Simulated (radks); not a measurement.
# Ionisation of Cl⁺: one atom, several choices of functional

An exercise on one series of results from a longer session: the logs are not shown, and one member is left open.

Program: radks (a radial shooting solver on a logarithmic mesh, Libxc functionals) version 1. Level of theory: scalar-relativistic Kohn-Sham, spin-unpolarised, spherical densities, finite nucleus. These are calculated values, not measurements, unless marked.

## The system

- element: chlorine (Z = 17)
- charge: +1
- electrons: 16
- configuration: [Ne] 3s2 3p4
- ion: Cl²⁺, [Ne] 3s2 3p3
- choices: RPBE; Wu-Cohen GGA; MS2 meta-GGA; BLYP; SOGGA; PBE; B86b exchange with PBE correlation; OLYP; TASK exchange with Perdew-Wang LDA correlation; LDA (Slater exchange, VWN5 correlation)

Outer shells as boxes (Hund's rule):

Cl⁺
```
[Ne] core
3s [↑↓]
3p [↑↓][↑ ][↑ ]
```

Cl²⁺
```
[Ne] core
3s [↑↓]
3p [↑ ][↑ ][↑ ]
```

Set-up of the first run:

The run's settings:

```text
Z 17
configuration [Ne] 3s2 3p4
relativity scalar-relativistic
functional rpbe,pbe
spin unpolarised
nucleus finite rms 3.3654 fm
c 137.035999084
```

Steps of the session up to this table: RPBE: Cl⁺; RPBE: Cl²⁺; Wu-Cohen GGA: Cl⁺; Wu-Cohen GGA: Cl²⁺; MS2 meta-GGA: Cl⁺; MS2 meta-GGA: Cl²⁺; BLYP: Cl⁺; BLYP: Cl²⁺; SOGGA: Cl⁺; SOGGA: Cl²⁺; PBE: Cl⁺; PBE: Cl²⁺; B86b exchange with PBE correlation: Cl⁺; B86b exchange with PBE correlation: Cl²⁺; OLYP: Cl⁺; OLYP: Cl²⁺; TASK exchange with Perdew-Wang LDA correlation: Cl⁺; TASK exchange with Perdew-Wang LDA correlation: Cl²⁺; LDA (Slater exchange, VWN5 correlation): Cl⁺; LDA (Slater exchange, VWN5 correlation): Cl²⁺.

One of the session's tables, all rows but one given; the rest of the session is left out.

```
                                    functional  Δ-SCF (eV)  −ε(HOMO) (eV)  <r> HOMO (bohr)
                                          RPBE      25.431         19.410            1.707
                                  Wu-Cohen GGA      25.431         19.406            1.703
                                  MS2 meta-GGA      25.625         19.641            1.703
                                          BLYP           ?              ?                ?
                                         SOGGA      25.310         19.294            1.706
                                           PBE      25.447         19.426            1.706
            B86b exchange with PBE correlation      25.476         19.452            1.705
                                          OLYP      25.441         19.403            1.705
TASK exchange with Perdew-Wang LDA correlation      26.084         20.125            1.697
       LDA (Slater exchange, VWN5 correlation)      25.531         19.513            1.705
```

Q: Estimate the row for BLYP from the others.

As computed: Δ-SCF (eV): 25.297; −ε(HOMO) (eV): 19.276; <r> HOMO (bohr): 1.709. In the column «Δ-SCF (eV)» it is the lowest.

Spin polarisation and multiplet splitting are left out, so open shells lie too high by an amount that depends on their filling.
